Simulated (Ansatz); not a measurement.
# C8H18O2Sn: basis-set convergence

One table from this session's results is given with a row withheld; the runs are named, their logs left out.

The runs use Ansatz 0.2.0, Gaussian basis; one geometry, several basis sets.

Plan: PBE0-D4/def2-SVP; ωB97M-V/def2-SVP; PBE0-D4/def2-QZVPP; ωB97M-V/def2-QZVPP; the functionals' def2-TZVPP values are taken from earlier runs.

### The geometry

An earlier PBE0-D4 in a triple-zeta def2 set relaxation fixed the geometry. Sn takes the def2 core potential; no spin-orbit term is included.

SMILES `CC(C)(C)[O][Sn][O]C(C)(C)C`, 29 atoms, charge 0, spin multiplicity 1.

Atoms are counted from 1 here; the program's logs count them from 0.

Bond lengths: C1–C2 1.524 Å, C1–H12 1.092 Å, C1–H13 1.093 Å, C1–H14 1.093 Å, C2–C3 1.525 Å, C2–C4 1.525 Å, C2–O5 1.412 Å, C3–H15 1.093 Å, C3–H16 1.093 Å, C3–H17 1.092 Å, C4–H18 1.092 Å, C4–H19 1.095 Å, C4–H20 1.094 Å, O5–Sn6 1.991 Å, Sn6–O7 1.962 Å, O7–C8 1.420 Å, C8–C9 1.523 Å, C8–C10 1.524 Å and more. Angles: C2–C1–H12 109.9°, C2–C1–H13 110.2°, C2–C1–H14 111.3°, H12–C1–H13 108.2°, H12–C1–H14 108.6°, H13–C1–H14 108.5°, C1–C2–C3 110.1°, C1–C2–C4 109.8°, C1–C2–O5 107.3°, C3–C2–C4 109.9°, C3–C2–O5 107.8°, C4–C2–O5 111.9°, C2–C3–H15 111.4°, C2–C3–H16 110.3°, C2–C3–H17 109.9°, H15–C3–H16 108.4°, H15–C3–H17 108.6°, H16–C3–H17 108.2° and more.

The first run:

Input file in.yaml:

```yaml
crystal:
  periodic: [false, false, false]
  atoms:
    - {symbol: C, position_ang: [-1.506455, -1.587002, -1.889117]}
    - {symbol: C, position_ang: [-2.021646, -0.633768, -0.816960]}
    - {symbol: C, position_ang: [-2.565715, -1.423090, 0.368564]}
    - {symbol: C, position_ang: [-3.117958, 0.253210, -1.396601]}
    - {symbol: O, position_ang: [-0.919251, 0.121334, -0.361824]}
    - {symbol: Sn, position_ang: [-0.656227, 2.087437, -0.188540]}
    - {symbol: O, position_ang: [1.166537, 2.007570, 0.533152]}
    - {symbol: C, position_ang: [2.094211, 0.984063, 0.860597]}
    - {symbol: C, position_ang: [3.339739, 1.688383, 1.380886]}
    - {symbol: C, position_ang: [2.428659, 0.173282, -0.385747]}
    - {symbol: C, position_ang: [1.508241, 0.082566, 1.940627]}
    - {symbol: H, position_ang: [-0.707568, -2.208975, -1.480746]}
    - {symbol: H, position_ang: [-1.102239, -1.022837, -2.732949]}
    - {symbol: H, position_ang: [-2.302678, -2.239109, -2.257244]}
    - {symbol: H, position_ang: [-3.392074, -2.072642, 0.068674]}
    - {symbol: H, position_ang: [-2.925634, -0.741817, 1.143657]}
    - {symbol: H, position_ang: [-1.775220, -2.041409, 0.798215]}
    - {symbol: H, position_ang: [-3.955165, -0.346894, -1.760477]}
    - {symbol: H, position_ang: [-3.508081, 0.941520, -0.640165]}
    - {symbol: H, position_ang: [-2.738223, 0.841247, -2.237986]}
    - {symbol: H, position_ang: [4.112013, 0.966253, 1.658226]}
    - {symbol: H, position_ang: [3.743496, 2.353219, 0.614344]}
    - {symbol: H, position_ang: [3.092832, 2.288954, 2.258935]}
    - {symbol: H, position_ang: [1.534612, -0.328226, -0.760697]}
    - {symbol: H, position_ang: [3.186168, -0.583607, -0.166182]}
    - {symbol: H, position_ang: [2.820024, 0.832111, -1.165054]}
    - {symbol: H, position_ang: [0.613165, -0.418901, 1.568188]}
    - {symbol: H, position_ang: [2.231282, -0.677609, 2.247652]}
    - {symbol: H, position_ang: [1.243456, 0.676636, 2.818970]}
basis:
  gaussian: {orbitals: def2-SVP}
hamiltonian: {xc: pbe0, dispersion: d4}
output: {orbitals: {seedname: orbitals}}
```

Command:

```sh
$ ansatz run in.yaml --threads 11 --pin off --events-out ev --progress --plain --max-ram 174080MiB --backend cpu
```

Steps of the session up to this table: PBE0-D4 in def2-SVP; ωB97M-V in def2-SVP; PBE0-D4 in def2-QZVPP; ωB97M-V in def2-QZVPP.

One table of the session follows, with a row left open; its other results are not shown here.

It belongs to the step «Functionals by basis». 

| functional | basis | HOMO (eV) | LUMO (eV) |
| --- | --- | --- | --- |
| PBE0-D4 | def2-SVP | -6.90 | -1.74 |
| PBE0-D4 | def2-TZVPP | -6.96 | -1.84 |
| PBE0-D4 | def2-QZVPP | -6.97 | -1.85 |
| ωB97M-V | def2-SVP | ? | ? |
| ωB97M-V | def2-TZVPP | -9.17 | -0.19 |
| ωB97M-V | def2-QZVPP | -9.18 | -0.25 |

Q: Estimate the row for ωB97M-V, def2-SVP from the others.

The run gave: HOMO (eV): -9.08; LUMO (eV): 0.02. In the column «HOMO (eV)» it lies between ωB97M-V, def2-TZVPP (-9.17) and PBE0-D4, def2-QZVPP (-6.97).
